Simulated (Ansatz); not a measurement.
# C₂H₄AlBr: up Jacob's ladder to CCSD(T)

One table from this session's results is given with a row withheld; the runs are named, their logs left out.

Computed with Ansatz 0.2.0, Gaussian basis. Level: functionals in def2-TZVPP, the program's frozen cores in correlated methods.

The runs, in order: LDA (SPW92), PBE-D4, revPBE-D4, BLYP-D4, r2SCAN-D4, B97M-V, PBE0-D4, B3LYP-D4, r2SCANh-D4, r2SCAN0-D4, HSE06-D4, BHLYP-D4, CAM-B3LYP-D4, LC-ωPBE, ωB97X-V, ωB97M-V, B2PLYP, PBE-QIDH; CCSD(T)/def2-SVP; CCSD(T)/def2-TZVPP; MP2/def2-QZVPP; extrapolation to the limit; RPA on PBE.

### The geometry

All runs share one geometry, relaxed beforehand with PBE0-D4 in a triple-zeta def2 set.

8 atoms, charge 0, spin multiplicity 1.

Atoms are counted from 1 here; the program's logs count them from 0.

Bond lengths: Br1–Al2 2.235 Å, Al2–C3 1.889 Å, Al2–C4 1.889 Å, C3–C4 1.611 Å, C3–H5 1.089 Å, C3–H6 1.089 Å, C4–H7 1.089 Å, C4–H8 1.089 Å. Angles: Br1–Al2–C3 154.8°, Br1–Al2–C4 154.8°, C3–Al2–C4 50.5°, Al2–C3–C4 64.8°, Al2–C3–H5 122.6°, Al2–C3–H6 122.7°, C4–C3–H5 114.2°, C4–C3–H6 114.2°, H5–C3–H6 109.9°, Al2–C4–C3 64.8°, Al2–C4–H7 122.6°, Al2–C4–H8 122.7°, C3–C4–H7 114.2°, C3–C4–H8 114.2°, H7–C4–H8 109.9°.

The first run:

The input, in.yaml:

```yaml
crystal:
  periodic: [false, false, false]
  atoms:
    - {symbol: Br, position_ang: [-0.780444, -0.669524, 3.292088]}
    - {symbol: Al, position_ang: [-0.268052, -0.241293, 1.158687]}
    - {symbol: C, position_ang: [0.485569, 0.769913, -0.247662]}
    - {symbol: C, position_ang: [-0.239253, -0.597523, -0.696180]}
    - {symbol: H, position_ang: [1.556016, 0.792225, -0.445067]}
    - {symbol: H, position_ang: [0.018314, 1.671815, -0.639460]}
    - {symbol: H, position_ang: [-1.109344, -0.452047, -1.334224]}
    - {symbol: H, position_ang: [0.429393, -1.330765, -1.143981]}
basis:
  gaussian: {orbitals: def2-TZVPP}
hamiltonian: {xc: lda}
output: {orbitals: {seedname: orbitals}}
```

Run with:

```
$ ansatz run in.yaml --threads 2 --pin off --events-out ev --progress --plain --max-ram 4352MiB
```

Among the steps run: LDA; PBE-D4 (GGA); revPBE-D4 (GGA); BLYP-D4 (GGA); r2SCAN-D4 (meta-GGA); B97M-V (meta-GGA); B3LYP-D4 (hybrid); r2SCANh-D4 (hybrid); r2SCAN0-D4 (hybrid); HSE06-D4 (hybrid); BHLYP-D4 (hybrid); CAM-B3LYP-D4 (range-separated); LC-ωPBE (range-separated); ωB97X-V (range-separated); ωB97M-V (range-separated); B2PLYP (double hybrid); PBE-QIDH (double hybrid).

One of the session's tables, all rows but one given; the rest of the session is left out.

| functional | HOMO (eV) | gap (eV) |
| --- | --- | --- |
| LDA (SPW92) | -5.18 | 3.00 |
| PBE-D4 | -5.04 | 3.12 |
| revPBE-D4 | -4.98 | 3.19 |
| BLYP-D4 | -4.91 | 3.08 |
| r2SCAN-D4 | -5.23 | 3.66 |
| B97M-V | -5.25 | 3.61 |
| PBE0-D4 | -6.18 | 5.08 |
| B3LYP-D4 | ? | ? |
| r2SCANh-D4 | -5.66 | 4.36 |
| r2SCAN0-D4 | -6.30 | 5.40 |
| HSE06-D4 | -5.78 | 4.31 |
| BHLYP-D4 | -7.22 | 6.94 |
| CAM-B3LYP-D4 | -7.51 | 7.36 |
| LC-ωPBE | -8.85 | 9.82 |
| ωB97X-V | -8.50 | 9.34 |
| ωB97M-V | -8.35 | 8.91 |

Estimate the missing values for B3LYP-D4.

Worked estimate for «HOMO (eV)». Against the share of exact exchange, BLYP-D4 (0, -4.91), BHLYP-D4 (0.5, -7.22) give a slope of -4.62 per unit share; at 0.2 the line stands at -5.83.

As computed: HOMO (eV): -5.98; gap (eV): 4.64. In «HOMO (eV)» the line misses by +0.15.

Caveats from the session: All levels share the lack of spin-orbit coupling, which lowers the free heavy atoms and so the true binding.
